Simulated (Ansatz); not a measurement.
# CH3NO2Si: rigid torsion scan

A script is to give a rigid torsion scan; the system is CH3NO2Si. SMILES: N#C[SiH](O)O.

All numbers are computed with the Python package of Ansatz 0.2.0. Level of theory: B3LYP/def2-SVP.

## Step 1: Starting point

Bond lengths: N1–C2 1.162 Å, C2–Si3 1.892 Å, Si3–O4 1.660 Å, Si3–O5 1.664 Å, Si3–H6 1.480 Å, O4–H7 0.970 Å, O5–H8 0.970 Å. Angles: N1–C2–Si3 178.4°, C2–Si3–O4 114.3°, C2–Si3–O5 113.1°, C2–Si3–H6 109.5°, O4–Si3–O5 106.0°, O4–Si3–H6 107.5°, O5–Si3–H6 106.0°, Si3–O4–H7 114.1°, Si3–O5–H8 115.1°.

No structure file is read: the coordinates are typed or built in the script.

## Step 2: The code

Input file ch3no2si.py:

```python
"""Rigid torsion scan of CH3NO2Si."""

from dataclasses import dataclass
import logging
import sys

import ansatz as az
from ase import Atoms

logging.basicConfig(stream=sys.stdout, format="[%(levelname)s] %(message)s")
log = logging.getLogger("calc")
log.setLevel(logging.INFO)


@dataclass
class RunConfig:
    basis: str = "def2-SVP"
    functional: str = "b3lyp"
    force_tol: float = 0.02


settings = RunConfig()

atoms = Atoms(["N", "C", "Si", "O", "O", "H", "H", "H"], positions=[
    (2.7757, 0.4014, -0.4842),
    (1.6773, 0.1974, -0.1632),
    (-0.1241, -0.0886, 0.3381),
    (-0.6486, -1.6513, 0.1393),
    (-1.195, 0.8662, -0.504),
    (-0.2999, 0.2609, 1.7652),
    (-1.1183, -1.8081, -0.6943),
    (-1.0672, 1.8221, -0.3969),
])

# relax first, so that the scan starts from a minimum
first = (
    az.Crystal.molecule_from_ase(atoms).calculation()
    .basis(gaussian=settings.basis)
    .functional(settings.functional)
    .relax(force_tolerance=settings.force_tol, max_steps=80)
)
atoms.positions = first.run(threads=1).report["positions_ang"]

start = atoms.get_dihedral(1, 2, 3, 6)
energies = {}
for turn in range(0, 360, 30):
    turned = atoms.copy()
    turned.set_dihedral(1, 2, 3, 6, start + turn, indices=[3, 6])
    base = az.Crystal.molecule_from_ase(turned).calculation()
    base = base.basis(gaussian=settings.basis)
    base = base.functional(settings.functional)
    energies[round((start + turn) % 360)] = base.run(threads=1).report["free_energy_ev"]
floor = min(energies.values())
log.info("dihedral C1-Si2-O3-H6 (deg)   E - E(min) (kJ/mol)")
for angle, e in sorted(energies.items()):
    log.info(f"{angle:8d} {96.485332 * (e - floor):14.3f}  " + "#" * int(30 * (e - floor) / max(max(energies.values()) - floor, 1e-9)))
```

## Step 3: What the engine is handed

The package turns the script's settings into the engine's input (first run):

```yaml
crystal:
  periodic: [false, false, false]
  atoms:
    - { symbol: "N", position_ang: [2.7757, 0.4014, -0.4842] }
    - { symbol: C, position_ang: [1.6773, 0.1974, -0.1632] }
    - { symbol: Si, position_ang: [-0.1241, -0.0886, 0.3381] }
    - { symbol: O, position_ang: [-0.6486, -1.6513, 0.1393] }
    - { symbol: O, position_ang: [-1.195, 0.8662, -0.504] }
    - { symbol: H, position_ang: [-0.2999, 0.2609, 1.7652] }
    - { symbol: H, position_ang: [-1.1183, -1.8081, -0.6943] }
    - { symbol: H, position_ang: [-1.0672, 1.8221, -0.3969] }
basis:
  gaussian:
    orbitals: def2-SVP
hamiltonian:
  xc: b3lyp
relax:
  f_tol: 0.02
  max_steps: 80
```

## Step 4: Running it

The run is started by

```sh
> python ch3no2si.py
```

Q: Predict the main results. Wanted: range of energy; lowest point, turn.

As calculated:

| quantity | value |
| --- | --- |
| runs compared | 12 |
| range of energy | 0.127 eV |
| lowest point, turn (°) | 0 |

The lowest point lies at a turn of 0°, the highest 0.127 eV (12.3 kJ/mol) above it at 90°. The rest of the molecule is held rigid, so the true barrier is lower. Run 0: The relaxation took 9 moves; the largest shift is 0.399 Å, of atom 8 (H). The scan is rigid, so its barriers lie above those of a relaxed path; they are electronic energies in a modest basis. With rigid groups the curve can differ much from the relaxed barrier, and equivalent turns needn't return to the same energy. b3lyp holds the VWN-RPA fit, as in Gaussian; the form of ORCA and Turbomole is b3lyp5.
